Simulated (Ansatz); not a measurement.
**CH₄Br (doublet): from Hartree-Fock to the top rungs at distance Br1–H2 along a hydrogen transfer = 1.421 Å, cc-pVDZ**

How much of the correlation energy of CH₄Br (doublet) does each wave-function method recover here?

Computed with Ansatz 0.2.0, Gaussian basis. Level: cc-pVDZ, core rule «outside noble gas», up to 15 orbitals frozen.

Plan: UHF; CCSD(T) on ROHF; CCSD(T) on UHF; BCCD(T) on ROHF; CISD; CCSDT(Q) on ROHF; CCSDT(Q) on UHF; CASSCF and MRCISD+Q, 3 electrons in 3 orbitals; CASSCF and NEVPT2, 3 electrons in 3 orbitals; CASSCF and MRCISD+Q, 15 electrons in 12 orbitals; CASSCF and NEVPT2, 15 electrons in 12 orbitals.

**1. The system**

The geometry derives from fragments relaxed apart (PBE0/def2-TZVP) and kept rigid, so it is no stationary point. A hydrogen atom is moved between rigid fragments. No spin-orbit coupling is included. The filled d shell of Br may be among the frozen orbitals whatever the setting's name suggests; the logs give the count.

6 atoms, charge 0, spin multiplicity 2.

Atoms are counted from 1 here; the program's logs count them from 0.

Bond lengths: Br1–H2 1.421 Å, C3–H4 1.080 Å, C3–H5 1.080 Å, C3–H6 1.080 Å. Angles: H4–C3–H5 120.0°, H4–C3–H6 120.0°, H5–C3–H6 120.0°.

**2. UHF**

Input file in.yaml:

```yaml
crystal:
  periodic: [false, false, false]
  atoms:
    - {symbol: Br, position_ang: [-0.459316, 0.000000, 0.000000]}
    - {symbol: H, position_ang: [0.961284, 0.000000, 0.000000]}
    - {symbol: C, position_ang: [2.376684, 0.000000, 0.000000]}
    - {symbol: H, position_ang: [2.376684, -1.080023, 0.000000]}
    - {symbol: H, position_ang: [2.376684, 0.540011, 0.935327]}
    - {symbol: H, position_ang: [2.376684, 0.540012, -0.935327]}
basis:
  gaussian: {orbitals: cc-pVDZ}
magnetization: {spin_polarized: true, initial_magnetization: 1}
hamiltonian: {xc: hf}
output: {orbitals: {seedname: orbitals}}
```

On the command line:

```console
ansatz run in.yaml --threads 1 --pin off --events-out ev --progress --plain --max-ram 2816MiB --backend cpu
```

The runs that follow: CCSD(T) on ROHF; CCSD(T) on UHF; BCCD(T) on ROHF; CISD; CCSDT(Q) on ROHF; CCSDT(Q) on UHF; CASSCF and MRCISD+Q, 3 electrons in 3 orbitals; CASSCF and NEVPT2, 3 electrons in 3 orbitals; CASSCF and MRCISD+Q, 15 electrons in 12 orbitals; CASSCF and NEVPT2, 15 electrons in 12 orbitals.

**Question.** What will the summary of the whole plan be? Wanted: UCCSDT(Q) below the RHF energy; RMP2 from UCCSDT(Q); UMP2 from UCCSDT(Q); RCCSD from UCCSDT(Q); RCCSD(T) from UCCSDT(Q); UCCSD(T) from UCCSDT(Q); RCCSDT(Q) from UCCSDT(Q); NEVPT2 pair from UCCSDT(Q); MRCISD+Q pair from UCCSDT(Q).

**Answer**, as computed:

```
                         quantity                                                                     value
   UCCSDT(Q) below the RHF energy                                                                -8.6168 eV
              RMP2 from UCCSDT(Q)                                                             +110.1 kJ/mol
              UMP2 from UCCSDT(Q)                                                             +112.4 kJ/mol
             RCCSD from UCCSDT(Q)                                                              +19.9 kJ/mol
          RCCSD(T) from UCCSDT(Q)                                                               +3.0 kJ/mol
          UCCSD(T) from UCCSDT(Q)                                                               +3.1 kJ/mol
         RCCSDT(Q) from UCCSDT(Q)                                                               +0.1 kJ/mol
       NEVPT2 pair from UCCSDT(Q)                                                             +106.8 kJ/mol
     MRCISD+Q pair from UCCSDT(Q)                                                               +8.4 kJ/mol
    NEVPT2 valence from UCCSDT(Q)                                                             +134.7 kJ/mol
levels within 1 kcal/mol (43 meV)  RCCSD(T), UCCSD(T), BCCD(T), RCCSDT, UCCSDT, RCCSDT(Q), MRCISD+Q valence
                    T1 diagnostic                                                                     0.019
   effectively unpaired electrons                                                                      1.02
```

**Reading.** RCCSD(T) misses by +3.0 kJ/mol, 0.4 % of the correlation energy. One determinant dominates. Of the multireference levels listed MRCISD+Q valence comes nearest in total energy (+3.1 kJ/mol), which doesn't show that its space is the better one. These misses are within one basis, not against nature; the frozen cores of restricted and unrestricted runs differ, which can shift their rows.
